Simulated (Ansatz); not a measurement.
Geometry optimisation, DFT PBE-D3(BJ), scalar-relativistic, plane waves, PAW (Ansatz).

The input (input.yaml):

```yaml
crystal:
  lattice:
    - [7.398, 0.0, 0.0]
    - [-3.699, 6.406856, 0.0]
    - [0.0, 0.0, 13.0]
  atoms:
    - { symbol: C, position: [0.0, 0.0, 0.0769231] }
    - { symbol: C, position: [0.2222222, 0.1111111, 0.0769231] }
    - { symbol: C, position: [0.0, 0.3333333, 0.0769231] }
    - { symbol: C, position: [0.2222222, 0.4444444, 0.0769231] }
    - { symbol: C, position: [0.0, 0.6666667, 0.0769231] }
    - { symbol: C, position: [0.2222222, 0.7777778, 0.0769231] }
    - { symbol: C, position: [0.3333333, 0.0, 0.0769231] }
    - { symbol: C, position: [0.5555556, 0.1111111, 0.0769231] }
    - { symbol: C, position: [0.3333333, 0.3333333, 0.0769231] }
    - { symbol: C, position: [0.5555556, 0.4444444, 0.0769231] }
    - { symbol: C, position: [0.3333333, 0.6666667, 0.0769231] }
    - { symbol: C, position: [0.5555556, 0.7777778, 0.0769231] }
    - { symbol: C, position: [0.6666667, 0.0, 0.0769231] }
    - { symbol: C, position: [0.8888889, 0.1111111, 0.0769231] }
    - { symbol: C, position: [0.6666667, 0.3333333, 0.0769231] }
    - { symbol: C, position: [0.8888889, 0.4444444, 0.0769231] }
    - { symbol: C, position: [0.6666667, 0.6666667, 0.0769231] }
    - { symbol: C, position: [0.8888889, 0.7777778, 0.0769231] }
    - { symbol: O, position: [0.7609503, 0.0561569, 0.1776923] }
    - { symbol: H, position: [0.639418, 0.0661231, 0.1930769] }
    - { symbol: H, position: [0.7213565, -0.0857256, 0.1930769] }
basis:
  ecutwfc: 420.0
kpoints:
  mp_grid: { grid: [2, 2, 1] }
hamiltonian:
  xc: pbe
  dispersion: d3bj
scf:
  occupations: { method: fermi_dirac, width: 0.05 }
  lower_state_search: "off"
relax:
  f_tol: 0.03
  max_steps: 60
  adjacent_minimum: "off"
output:
  write_density: true
  write_potential: true
  elf: true
  volumetric_format: npy
```

Run as:

```bash
$ ansatz run input.yaml --threads 1 --pin off --max-ram 3072MiB --backend cpu --events-out ev --progress --plain --runs-dir out
```

Task: Where does it end, and by what steps?

Result: The forces met the threshold. The force dipped under the threshold on the way, but the program's further checks kept it going. Limits of this set-up: coarse k mesh, slab without dipole correction. After 31 steps the energy has fallen by 8.393 eV; H21 moved furthest, 2.00 Å. The start is strongly strained (largest force component 13 eV/Å), so its close contacts needn't be bonds. Parted: C13–O19, C14–O19.

```json
{"step": "0", "energy less start (eV)": "0.0000", "largest force component (eV/Å)": "12.677", "accepted": "yes"}
{"step": "2", "energy less start (eV)": "-5.3381", "largest force component (eV/Å)": "5.635", "accepted": "yes"}
{"step": "4", "energy less start (eV)": "-7.4601", "largest force component (eV/Å)": "1.806", "accepted": "yes"}
{"step": "6", "energy less start (eV)": "-8.1625", "largest force component (eV/Å)": "0.473", "accepted": "yes"}
{"step": "8", "energy less start (eV)": "-8.3610", "largest force component (eV/Å)": "0.182", "accepted": "yes"}
{"step": "10", "energy less start (eV)": "-8.3581", "largest force component (eV/Å)": "0.675", "accepted": "no"}
{"step": "12", "energy less start (eV)": "-8.3784", "largest force component (eV/Å)": "0.031", "accepted": "yes"}
{"step": "14", "energy less start (eV)": "-8.3787", "largest force component (eV/Å)": "0.177", "accepted": "yes"}
{"step": "16", "energy less start (eV)": "-8.3810", "largest force component (eV/Å)": "0.110", "accepted": "yes"}
{"step": "18", "energy less start (eV)": "-8.3832", "largest force component (eV/Å)": "0.082", "accepted": "yes"}
{"step": "20", "energy less start (eV)": "-8.3709", "largest force component (eV/Å)": "0.980", "accepted": "no"}
{"step": "22", "energy less start (eV)": "-8.3864", "largest force component (eV/Å)": "0.144", "accepted": "yes"}
{"step": "24", "energy less start (eV)": "-8.3881", "largest force component (eV/Å)": "0.053", "accepted": "yes"}
{"step": "26", "energy less start (eV)": "-8.3900", "largest force component (eV/Å)": "0.267", "accepted": "yes"}
{"step": "28", "energy less start (eV)": "-8.3920", "largest force component (eV/Å)": "0.148", "accepted": "yes"}
{"step": "30", "energy less start (eV)": "-8.3934", "largest force component (eV/Å)": "0.011", "accepted": "yes"}
{"step": "31", "energy less start (eV)": "-8.3934", "largest force component (eV/Å)": "0.011", "accepted": "yes"}
```

```xyz
21
Lattice="7.3980 0.0000 0.0000 -3.6990 6.4069 0.0000 0.0000 0.0000 13.0000" Properties=species:S:1:pos:R:3
C 0.028 0.021 0.755
C 1.255 0.730 0.756
C -1.206 2.151 0.754
C 0.028 2.863 0.756
C -2.444 4.290 0.757
C -1.207 5.005 0.756
C 2.492 0.015 0.755
C 3.726 0.728 0.753
C 1.255 2.155 0.757
C 2.492 2.869 0.757
C 0.028 4.292 0.756
C 1.255 5.000 0.755
C 4.954 0.019 0.752
C 6.193 0.734 0.752
C 3.727 2.157 0.755
C 4.954 2.865 0.756
C 2.493 4.286 0.756
C 3.728 4.999 0.756
O 4.906 0.293 4.102
H 4.869 0.102 3.150
H 5.327 -0.493 4.482
```

Whether the end is a true minimum wasn't checked by a vibrational analysis.

Time of the run: 4.5 min on 1 thread of Arm Neoverse V1 (shared host), peak memory 0.7 GiB.
